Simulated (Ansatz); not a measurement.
Write a Python script for Ansatz 0.2.0 through its Python package that makes a check of forces and pressure against finite differences of Cd3Pd (distorted cell). Level of theory (first run): LDA, PAW, cutoff 540 eV, 4×4×4 k-points, cold smearing of 0.1 eV.

```xyz
4
Lattice="4.2756 0.0202 0.0260 0.0202 4.1731 0.0134 0.0260 0.0134 4.1940" Properties=species:S:1:pos:R:3 pbc="T T T"
Cd    4.2093    2.2546    2.1748
Cd    2.1388    0.0945    2.2582
Cd    2.1223    2.1368    4.0721
Pd    4.1286    0.1164    4.1851
```

`run_fdcheck.py`
```python
"""Do the forces of Cd3Pd match the slope of the free energy, distorted."""

import logging
import sys
import warnings

import ansatz as az
import numpy as np

logging.basicConfig(stream=sys.stdout, format="%(levelname)s %(message)s")
logger = logging.getLogger("ansatz_job")
logger.setLevel(logging.INFO)

SMEARING = "cold"
WIDTH_EV = 0.1
CUTOFF = 540
MESH = (4, 4, 4)
TOLERANCE = 1e-09

vectors0 = np.array([
    [4.27564, 0.02019, 0.02597],
    [0.02019, 4.17308, 0.01342],
    [0.02597, 0.01342, 4.19403],
])
sites = [
    ("Cd", (0.97886, 0.53389, 0.51077)),
    ("Cd", (0.49688, 0.01853, 0.53529)),
    ("Cd", (0.48811, 0.50657, 0.96629)),
    ("Pd", (0.9595, 0.02006, 0.99186)),
]


def build(cell):
    crystal = az.Crystal(lattice=az.Lattice.of(cell))
    for symbol, position in sites:
        crystal = crystal.atom(symbol, position)
    return crystal

warnings.simplefilter("ignore", az.DeckWarning)

def solve(crystal):
    return (
        crystal.calculation()
        .functional(az.Functional.LDA)
        .occupations(SMEARING, width=WIDTH_EV)
        .basis(CUTOFF, xc_grid=2)
        .kpoints(*MESH)
        .scf(tolerance=TOLERANCE)
        .forces()
        .stress()
        .run(threads=1)
    ).report


centre = solve(build(vectors0))
start = build(vectors0)
# move one atom both ways along a Cartesian axis
logger.info(f"force on atom 0 along y: analytic {centre['forces_ev_ang'][0][1]:.4f} eV/A")
for h in (0.004, 0.016):
    shift = np.eye(3)[1] * h @ np.linalg.inv(vectors0)
    plus, minus = (solve(start.move(0, to=np.array(sites[0][1]) + sign * shift))["lagrangian_ev"] for sign in (1, -1))
    logger.info(f"  step {h} A: numerical {-(plus - minus) / (2 * h):.4f} eV/A")
# P = -dF/dV; the difference feels the change of the plane-wave count with the cell
volume = abs(np.linalg.det(vectors0))
larger, smaller = (solve(build(vectors0 * (1 + sign * 0.005) ** (1 / 3)))["lagrangian_ev"] for sign in (1, -1))
numerical = -(larger - smaller) / (0.01 * volume) * 160.21766
logger.info(f"pressure: analytic {np.trace(centre['stress_gpa']) / 3:.3f}, numerical {numerical:.3f} GPa")
```

```console
$ python run_fdcheck.py
INFO force on atom 0 along y: analytic -0.1829 eV/A
INFO   step 0.004 A: numerical -0.1829 eV/A
INFO   step 0.016 A: numerical -0.1829 eV/A
INFO pressure: analytic -5.218, numerical -5.216 GPa
```

The mesh is modest for a metal, so energies can be off by several to tens of meV an atom and pressures by half a GPa or more; differences at equal mesh fare better. The program warned that this SCF threshold is loose for forces or stresses. Pressure is positive in compression. The cell is a database structure, distorted on purpose. The central difference errs as the square of the step, so the shorter step is the fairer test; what remains comes from the finite grid and the SCF threshold. The script silences the warnings on its input, which a real study should read. It ran for 110 s on 1 thread of Arm Neoverse V1, with other jobs on the host, peak memory 0.45 GiB.
